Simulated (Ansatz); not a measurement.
Working through a scan of ordered alloys across composition of Ta-Tc mixtures

With Ansatz 0.2.0, Python API.

The cells in order, each with its output:

```python
from collections import Counter
import csv

import ansatz as az
import numpy as np
```

```python
def fcc(first, a):
    return (
        az.Lattice.fcc(a)
        .space_group(225)
        .atom(first, [0, 0, 0])
        .primitive()
    )
```

```python
A_FIRST, A_LAST = 4.16, 3.85


def compute(name, crystal):
    calc = (
        crystal.calculation()
        .pseudopotentials("nc")
        .functional("r2scan")
        .scf(max_iterations=200)
        .kpoints(spacing=0.39)
        .occupations("fermi_dirac", width=0.05)
        .band_table()
    )
    calc = calc.relax(force_tolerance=0.01, fix_cell=["shape"])
    return calc.run()
```

```python
def volume_per_atom(outcome):
    return abs(np.linalg.det(outcome.lattice.cell_ang)) / len(outcome.lattice.sites)


def counts(outcome):
    return Counter(site.symbol for site in outcome.lattice.sites)

# swap the mixed sites of the conventional cell one by one
phases = {}
for k in range(4 + 1):
    a = A_FIRST + (A_LAST - A_FIRST) * k / 4
    cell = fcc("Ta", a).conventional().resolved()
    sites = [site.position for site in cell.sites if site.symbol == "Ta"]
    for position in sites[:k]:
        cell = cell.substitution("Tc", at=position, replaces="Ta")
    phases[f"Ta{4 - k}Tc{k}"] = cell.resolved()
```

```python
done = {}
for name, crystal in phases.items():
    done[name] = compute(name, crystal)
    print(f"{name}: {done[name].report['energy_sigma0_ev']:.4f} eV, {len(done[name].lattice.sites)} atoms")

# x is the share of the second element on the mixed sites; both end members stand on this same lattice
x = {name: counts(o)["Tc"] / (counts(o)["Ta"] + counts(o)["Tc"]) for name, o in done.items()}
first, last = min(x, key=x.get), max(x, key=x.get)
energy = {name: o.report["energy_sigma0_ev"] / len(o.lattice.sites) for name, o in done.items()}
volume = {name: volume_per_atom(o) for name, o in done.items()}
rows = []
for name in sorted(done, key=x.get):
    line = lambda table: (1 - x[name]) * table[first] + x[name] * table[last]
    rows.append((name, x[name], 1000 * (energy[name] - line(energy)), volume[name], 100 * (volume[name] / line(volume) - 1)))
with open("alloy.csv", "w", newline="") as handle:
    writer = csv.writer(handle)
    writer.writerow(["cell", "x(Tc)", "E_mix (meV/atom)", "V (A^3/atom)", "excess V (%)"])
    writer.writerows([round(v, 4) if isinstance(v, float) else v for v in row] for row in rows)
print(open("alloy.csv").read())
# a fit of these few cells to Omega x(1 - x); small periodic cells, not a random solution
shape = np.array([row[1] * (1 - row[1]) for row in rows])
print("Omega =", round(float(shape @ [row[2] for row in rows] / (shape @ shape)), 1), "meV/atom")
```

    DeckWarning: basis.ecutwfc = 1220 eV, auto-derived from the records' recommended cutoffs: set by Ta (normal level)
    Ta4Tc0: -7921.4648 eV, 4 atoms
    DeckWarning: basis.ecutwfc = 1240 eV, auto-derived from the records' recommended cutoffs: set by Tc (normal level)
    Ta3Tc1: -8372.1918 eV, 4 atoms
    Ta2Tc2: -8822.8189 eV, 4 atoms
    Ta1Tc3: -9273.2610 eV, 4 atoms
    Ta0Tc4: -9723.4403 eV, 4 atoms
    cell,x(Tc),E_mix (meV/atom),V (A^3/atom),excess V (%)
    Ta4Tc0,0.0,0.0,18.8732,0.0
    Ta3Tc1,0.25,-58.2687,17.5457,-1.0827
    Ta2Tc2,0.5,-91.5645,16.2093,-2.3664
    Ta1Tc3,0.75,-78.6374,15.2073,-1.6765
    Ta0Tc4,1.0,0.0,14.3311,0.0
    
    Omega = -365.6 meV/atom

Mixing energies: -58 meV an atom at x(Tc) = 0.25 (volume -1.1 % off the straight line), -92 meV an atom at x(Tc) = 0.50 (volume -2.4 % off the straight line) and -79 meV an atom at x(Tc) = 0.75 (volume -1.7 % off the straight line). All are negative, so these cells are favoured over the separated end members on this lattice.

Notes:
- The settings weren't tested for convergence.
- Spin is left out of this run.
- Such functionals run on norm-conserving files made under PBE, which can move pressures by some GPa.
- For the metals among these phases the mesh is modest: differences between phases can be off by up to 40 meV an atom.
- Atoms and volume are relaxed with the cell's shape held, which in cells of lower than cubic symmetry can hide stresses and shift volumes.
- Spin-orbit coupling, which matters for elements this heavy, is left out.
- Warnings are shown shortened and without file and line.
- These are small ordered cells, with both end members on the same lattice, which need not be their own; they aren't random solutions. Differences under about 40 meV an atom lie within the error of mesh and functional.
- The cells are prototypes set up for this calculation and needn't exist.
- Timing: 4.8 min on 1 thread of Arm Neoverse V2 (shared host), peak memory 1 GiB.

(Lines on the test bed's own set-up are left out of the output.)
